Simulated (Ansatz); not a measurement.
# TiRh: the cost of one run

Program: Ansatz 0.2.0. Level of theory: DFT r2SCAN, scalar-relativistic, plane waves, PAW. These are calculated values, not measurements.

1 further run of the same task is left out (set aside as unsound or not needed).

## 1. The system as given

Symmetry: P4/mmm, No. 123, tetragonal system. Conventional cell: a = 2.988 Å, b = 2.988 Å, c = 3.350 Å, α = 90.00°, β = 90.00°, γ = 90.00°. Around Ti (site symmetry 4/mmm) lie 8 Rh at 2.70 Å and 4 Ti at 2.99 Å. Rh (site symmetry 4/mmm) is surrounded by 8 Ti at 2.70 Å and 4 Rh at 2.99 Å.

Structure file:

```
Ti Rh
1.0
     2.98800    0.00000    0.00000
     0.00000    2.98800    0.00000
     0.00000    0.00000    3.35000
Ti Rh
1 1
Direct
  0.50000 0.50000 0.50000
  0.00000 0.00000 0.00000
```

The structure comes from the Crystallography Open Database.

## 5. The grid

The energy is mapped over two homogeneous strains (x along [1 0 0], y along [0 1 0], z along [0 0 1] of the conventional cell).

- normal strain along x: 5 values from −11.0 to 11.0 %
- normal strain along y: 5 values from −11.0 to 11.0 %

Nothing else is relaxed (symmetry fixes all fractional coordinates). Energies count from the relaxed crystal. Points are written as (first, second).

(The set-up runs are not shown.)

## 6. Point (0.0 %, 11.0 %)

File input.yaml:

```yaml
crystal:
  lattice:
    - [2.948965312, 0.0, 0.0]
    - [0.0, 3.2733514963, 0.0]
    - [0.0, 0.0, 3.3842943333]
  atoms:
    - { symbol: Ti, position: [0.5, 0.5, 0.5] }
    - { symbol: Rh, position: [0.0, 0.0, 0.0] }
basis:
  ecutwfc: 520.0
kpoints:
  mp_grid: { grid: [16, 16, 14] }
hamiltonian:
  xc: r2scan
scf:
  occupations: { method: methfessel_paxton, width: 0.2 }
output:
  forces: true
  stress: true
  eigenvalues: true
```

Launch:

```
ansatz run input.yaml --threads 1 --pin off --max-ram 2048MiB --backend cpu --events-out ev --progress --plain --runs-dir out
```

What time and memory should one allow on 1 thread of Intel Xeon 6975P-C (Granite Rapids), shared host?

About 23 s, with a peak of 0.78 GiB.
